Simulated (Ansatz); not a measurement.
# Ge: the cost of one run

Method: reference: DFT, HSE06, plane waves, PAW, in Ansatz 0.2.0.

7 further runs of the same task are left out: 1 for a known fault of the program, 6 that didn't finish.

## Step 1: The structure to begin with

Symmetry: Fd-3m, No. 227, cubic system. The conventional cell has a = 5.674 Å, b = 5.674 Å, c = 5.674 Å, α = 90.00°, β = 90.00°, γ = 90.00°. Ge (site symmetry -43m) has 4 Ge at 2.46 Å as nearest neighbours.

Structure file:

```
Ge
1.0
     0.00000    2.83687    2.83687
     2.83687    0.00000    2.83687
     2.83687    2.83687    0.00000
Ge
2
Cartesian
  0.0000 0.0000 0.0000
  1.4184 1.4184 1.4184
```

## Step 2: Reference

Contents of input.yaml:

```yaml
crystal:
  lattice:
    - [0.0, 2.8368735118, 2.8368735118]
    - [2.8368735118, 0.0, 2.8368735118]
    - [2.8368735118, 2.8368735118, 0.0]
  atoms:
    - { symbol: Ge, position: [0.0, 0.0, 0.0] }
    - { symbol: Ge, position: [0.25, 0.25, 0.25] }
kpoints:
  mp_grid: { grid: [4, 4, 4] }
hamiltonian:
  xc: hse06
scf:
  occupations: { method: fermi_dirac, width: 0.02 }
  n_extra_bands: 4
output:
  forces: true
  stress: true
  eigenvalues: true
  write_density: true
  write_potential: true
  elf: true
  volumetric_format: npy
```

On the command line:

```
ansatz run input.yaml --threads 4 --pin off --max-ram 3686MiB --backend cpu --events-out ev --progress --plain --runs-dir out
```

**Question.** How long does this run take on 4 threads of an x86-64 CPU, shared host, and how much memory does it need?

About 6.8 s, with a peak of 0.64 GiB.
